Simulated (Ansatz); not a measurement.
# BGeNH (quartet): wave-function methods side by side, cc-pVDZ

An exercise on one series of results from a longer session: the logs are not shown, and one member is left open.

Method: cc-pVDZ, core rule «outside noble gas», up to 16 orbitals frozen; program: Ansatz 0.2.0, Gaussian basis.

To be run: UHF; CCSD(T) on ROHF; CCSD(T) on UHF; BCCD(T) on ROHF; CISD as a restricted active space (open shells left free, so some higher excitations enter); CCSDT(Q) on ROHF; CCSDT(Q) on UHF.

19 further runs of the same task are left out: 9 that didn't finish, 10 set aside as unsound or not needed. Runs told in other sessions of the task aren't counted.

### The geometry

The geometry is a PBE0/def2-TZVP stationary point (not a proven minimum) of the parent state, kept for this charge and spin. No spin-orbit coupling is included. The filled d shell of Ge may be among the frozen orbitals whatever the setting's name suggests.

4 atoms, charge 0, spin multiplicity 4.

Atoms are counted from 1 here; the program's logs count them from 0.

Bond lengths: B1–N3 1.257 Å, Ge2–N3 1.831 Å, Ge2–H4 1.604 Å. Angles: N3–Ge2–H4 94.6°, B1–N3–Ge2 170.7°.

Set-up of the first run:

Contents of in.yaml:

```yaml
crystal:
  periodic: [false, false, false]
  atoms:
    - {symbol: B, position_ang: [0.000000, -0.017155, -2.482526]}
    - {symbol: Ge, position_ang: [0.000000, -0.037363, 0.595113]}
    - {symbol: N, position_ang: [0.000000, 0.095641, -1.230569]}
    - {symbol: H, position_ang: [0.000000, 1.547619, 0.839131]}
basis:
  gaussian: {orbitals: cc-pVDZ}
magnetization: {spin_polarized: true, initial_magnetization: 3}
hamiltonian: {xc: hf}
output: {orbitals: {seedname: orbitals}}
```

The run is started by

```
ansatz run in.yaml --threads 1 --pin off --events-out ev --progress --plain --max-ram 2393MiB
```

Steps of the session up to this table: UHF; CCSD(T) on ROHF; CCSD(T) on UHF; BCCD(T) on ROHF; CISD as a restricted active space (open shells left free, so some higher excitations enter); CCSDT(Q) on ROHF; CCSDT(Q) on UHF.

One of the session's tables, all rows but one given; the rest of the session is left out.

```
   method  from UCCSDT(Q) (meV)
     ROHF               +8717.6
      UHF               +8431.9
     RMP2               +1021.4
     UMP2               +1067.9
    RCCSD                +437.1
    UCCSD                +421.0
 RCCSD(T)                 +76.3
 UCCSD(T)                 +76.8
  BCCD(T)                 +77.4
   RCCSDT                     ?
   UCCSDT                 +36.4
RCCSDT(Q)                 +14.3
UCCSDT(Q)                     0
```

Estimate the missing values for RCCSDT.

The run gave: from UCCSDT(Q) (meV): +45.1. In the column «from UCCSDT(Q) (meV)» it lies between UCCSDT (+36.4) and RCCSD(T) (+76.3).

Not comparable, so not listed: CISD as a restricted active space (open shells left free, so some higher excitations enter) (they don't share determinant, frozen orbitals or solution with the rows shown, or repeat one).

Limits of these values: Restricted and unrestricted rows rest on different reference determinants; a gap between their highest levels can come from leftover correlation error, from unlike frozen cores or from another state.
